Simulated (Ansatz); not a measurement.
**GeNH₂ (doublet): the correlation ladder at a displaced geometry (v2), cc-pVDZ**

An exercise on one series of results from a longer session: the logs are not shown, and one member is left open.

Method: cc-pVDZ, core rule «outside noble gas», up to 15 orbitals frozen; program: Ansatz 0.2.0, Gaussian basis.

Plan: UHF; CCSD(T) on ROHF; CCSD(T) on UHF; BCCD(T) on ROHF; CISD; CCSDT(Q) on ROHF; CCSDT(Q) on UHF.

34 further runs of the same task are left out: 12 for a known fault of the program, 7 that didn't finish, 15 set aside as unsound or not needed.

## What is computed

The geometry is a PBE0/def2-TZVP stationary point (not a proven minimum) with its atoms shifted at random (size 0.100 Å). No spin-orbit coupling is included. The filled d shell of Ge may be among the frozen orbitals whatever the setting's name suggests; the logs give the count.

4 atoms, charge 0, spin multiplicity 2.

Atoms are counted from 1 here; the program's logs count them from 0.

Bond lengths: Ge1–N2 1.711 Å, Ge1–H3 1.563 Å, N2–H4 1.082 Å. Angles: N2–Ge1–H3 106.0°, Ge1–N2–H4 121.7°.

The first run:

Input file in.yaml:

```yaml
crystal:
  periodic: [false, false, false]
  atoms:
    - {symbol: Ge, position_ang: [0.027108, -0.050729, 0.285576]}
    - {symbol: N, position_ang: [-0.137766, 0.207393, -1.397312]}
    - {symbol: H, position_ang: [-0.061146, 1.361401, 0.949904]}
    - {symbol: H, position_ang: [0.021963, -0.587513, -2.113155]}
basis:
  gaussian: {orbitals: cc-pVDZ}
magnetization: {spin_polarized: true, initial_magnetization: 1}
hamiltonian: {xc: hf}
output: {orbitals: {seedname: orbitals}}
```

Command:

```
ansatz run in.yaml --threads 1 --pin off --events-out ev --progress --plain --max-ram 2393MiB
```

Steps of the session up to this table: UHF; CCSD(T) on ROHF; CCSD(T) on UHF; BCCD(T) on ROHF; CISD; CCSDT(Q) on ROHF; CCSDT(Q) on UHF.

One of the session's tables, all rows but one given; the rest of the session is left out.

It belongs to the step «Misses and costs». 

```
   method  from RCCSDT(Q) (meV)
     ROHF               +8016.9
      UHF               +7712.6
     RMP2               +1535.7
     UMP2                     ?
    RCCSD                +421.6
    UCCSD                +427.0
 RCCSD(T)                +111.4
 UCCSD(T)                +119.5
  BCCD(T)                 +85.2
   RCCSDT                 +50.9
   UCCSDT                 +50.6
RCCSDT(Q)                     0
UCCSDT(Q)                  -3.1
```

Estimate the missing values for UMP2.

The run gave: from RCCSDT(Q) (meV): +1597.7. In the column «from RCCSDT(Q) (meV)» it lies between RMP2 (+1535.7) and UHF (+7712.6).

Not comparable, so not listed: CISD (they don't share determinant, frozen orbitals or solution with the rows shown, or repeat one).

Limits of these values: Warnings: spin contamination; large T1 diagnostic. Restricted and unrestricted rows rest on different reference determinants; where their highest levels disagree by more than a few hundredths of an eV, they describe different states and don't form one ladder.
